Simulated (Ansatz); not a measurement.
# CsYbF3, space group Pm-3m: a charge-density difference against the sublattices

Program: Ansatz's Python interface.

Script `run_drho.py`:
```python
import ansatz as az
import numpy as np

WIDTH_EV = 0.3
ECUT = 460
MESH = (5, 5, 5)

vectors0 = np.array([
    [4.508788, 0.0, 0.0],
    [0.0, 4.508788, 0.0],
    [0.0, 0.0, 4.508788],
])
sites = [
    ("Cs", (0.0, 0.0, 0.0)),
    ("Yb", (0.5, 0.5, 0.5)),
    ("F", (0.0, 0.5, 0.5)),
    ("F", (0.5, 0.5, 0.0)),
    ("F", (0.5, 0.0, 0.5)),
]


def on_lattice(cell):
    crystal = az.Crystal(lattice=az.Lattice.of(cell))
    for symbol, position in sites:
        crystal = crystal.atom(symbol, position)
    return crystal

def solve(crystal):
    return (
        crystal.calculation()
        .functional(az.Functional.LDA)
        .occupations(az.OccupationsMethod.FERMI_DIRAC, width=WIDTH_EV)
        .basis(ECUT, grid_basis="typed")
        .kpoints(*MESH)
        .density()
        .run(threads=1)
    )


whole = solve(on_lattice(vectors0))
difference = whole.density().channels[0].density_e_per_ang3.copy()
binding = whole.report["free_energy_ev"]
for element in ["Cs", "Yb", "F"]:
    part = az.Crystal(lattice=az.Lattice.of(vectors0))
    for symbol, position in sites:
        if symbol == element:
            part = part.atom(symbol, position)
    alone = solve(part)
    difference -= alone.density().channels[0].density_e_per_ang3
    binding -= alone.report["free_energy_ev"]
    print(f"{element} sublattice: {alone.report['n_electrons']:g} electrons, {alone.report['n_iterations']} iterations")

voxel = abs(np.linalg.det(vectors0)) / difference.size
print(f"energy of the crystal less its unpolarised sublattices: {binding / len(sites):.4f} eV/atom")
print(f"net charge of the difference {difference.sum() * voxel:.5f} e, charge moved {0.5 * np.abs(difference).sum() * voxel:.3f} e")
print(f"extremes {difference.min():.4f} and {difference.max():.4f} e/A^3")
for (symbol, position) in sites:
    index = tuple(int(round(p * n)) % n for p, n in zip(position, difference.shape))
    print(f"  change of the pseudo-density at the grid point nearest {symbol}: {difference[index]:+.4f} e/A^3")
profile = difference.mean(axis=(0, 1))
print("planar mean along the third vector:", np.round(profile[:: max(len(profile) // 12, 1)], 4))
```

Output of `python run_drho.py`:
```text
Cs sublattice: 9 electrons, 6 iterations
Yb sublattice: 24 electrons, 10 iterations
F sublattice: 21 electrons, 8 iterations
energy of the crystal less its unpolarised sublattices: -4.5007 eV/atom
net charge of the difference 0.00000 e, charge moved 0.964 e
extremes -0.2503 and 0.1579 e/A^3
  change of the pseudo-density at the grid point nearest Cs: -0.0127 e/A^3
  change of the pseudo-density at the grid point nearest Yb: -0.2503 e/A^3
  change of the pseudo-density at the grid point nearest F: +0.0722 e/A^3
  change of the pseudo-density at the grid point nearest F: +0.0722 e/A^3
  change of the pseudo-density at the grid point nearest F: +0.0722 e/A^3
planar mean along the third vector: [ 0.0024  0.0017 -0.002  -0.0092 -0.0132 -0.0088  0.0043  0.0161  0.0199
  0.0161  0.0043 -0.0088 -0.0132 -0.0092 -0.002   0.0017]
```

What to keep in mind:
- These settings explore the input space; cutoff and mesh may be short of convergence.
- Semilocal functionals put the nearly full 4f shell of Yb too close to the Fermi level.
- Densities and potentials on the grid are those of the valence electrons, and inside the cores they hang on the potentials used.
- The structure comes from a database of computed cells and needn't be a stable or known phase.
- Charge moved counts every rearrangement, bonding and polarisation too, and is no transfer between atoms; the bare sublattices are artificial references. Values near the nuclei depend on the potentials.
- It ran for 5.6 s on 1 thread of Arm Neoverse V2, with other jobs on the host, peak memory 0.42 GiB.

(Lines on the test bed's own set-up are left out of the output.)
